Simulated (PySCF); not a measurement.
# PbCl2: other functionals and bases at one geometry

One table from this session's results is given with a row withheld; the runs are named, their logs left out.

The runs use PySCF 2.14.0; several levels, as the steps say, no spin–orbit coupling.

2 further runs of the same task are left out: 2 for a known fault of the program.

## The starting structure

3 atoms, charge 0, spin multiplicity 1.

Bond lengths: Pb1–Cl2 2.483 Å, Pb1–Cl3 2.483 Å. Angles: Cl2–Pb1–Cl3 99.6°.

Geometry (Å):

```tsv
atom	x (Å)	y (Å)	z (Å)
Pb1	0.00000	0.00000	-0.62890
Cl2	1.89615	0.00000	0.97426
Cl3	-1.89615	0.00000	0.97426
```

Formal oxidation states: Pb +2. An earlier session relaxed this geometry at PBE0, Pb def2-SVP with ECP60, Cl def2-SVP (singlet, point group C2v).

At PBE0 on the finer grid: E = -1112.789122 Eh, HOMO -7.99 eV, LUMO -3.06 eV, Mulliken charge on Pb1 +0.72 e, largest force component 0.031 eV/Å. 

Levels to run: B3LYP; TPSSh; TPSS; BP86; PBE0, TZVP; PBE0, x2c-SVP. Hardware: 2 threads of Arm Neoverse V1, shared host.

The first run:

File run.py (the lines that set the calculation):

```python
mol = gto.M(atom='''
Pb     0.00000     0.00000    -0.62890
Cl     1.89615     0.00000     0.97426
Cl    -1.89615     0.00000     0.97426''',
    basis={'Pb': 'def2-SVP', 'Cl': 'def2-SVP'},
    ecp={'Pb': 'def2-SVP'},
    charge=0, spin=0)
mf = dft.RKS(mol, xc='B3LYP')
mf.grids.atom_grid = (75, 302)
mf = mf.density_fit()  # fitting sets: Pb def2-universal-JKFIT, Cl def2-universal-JKFIT
mf.conv_tol = 1e-08; mf.max_cycle = 55
mf.kernel(dm0)  # dm0: the density of the relaxed state
```

Command:

```console
$ OMP_NUM_THREADS=2 python run.py
```

Among the steps run: B3LYP; TPSSh; TPSS; BP86; PBE0, TZVP; PBE0, x2c-SVP.

One of the session's tables, all rows but one given; the rest of the session is left out.

```
              level  HOMO (eV)  gap (eV)  charge on Pb1 (e)  dipole (D)  largest force component (eV/Å)
PBE0 (relaxed here)      -7.99      4.93               0.72        4.52                            0.03
              B3LYP      -7.69      4.44               0.68        4.29                            0.28
              TPSSh      -7.38      4.01               0.71        4.45                            0.16
               TPSS      -6.91      3.31               0.68        4.28                            0.28
               BP86      -6.88      3.12               0.62        4.03                            0.30
         PBE0, TZVP          ?         ?                  ?           ?                               ?
      PBE0, x2c-SVP      -7.99      4.91               0.74        4.50                            0.38
```

**Question.** Estimate the row for PBE0, TZVP.

As computed: HOMO (eV): -8.22; gap (eV): 5.02; charge on Pb1 (e): 0.84; dipole (D): 4.70; largest force component (eV/Å): 0.40. In the column «HOMO (eV)» it is the lowest.

In one basis the HOMO–LUMO gap runs from 3.12 eV (BP86) to 4.93 eV (PBE0). The largest leftover force, 0.40 eV/Å with PBE0, TZVP, stands at a geometry relaxed at another level. Total energies of different levels can't be compared.
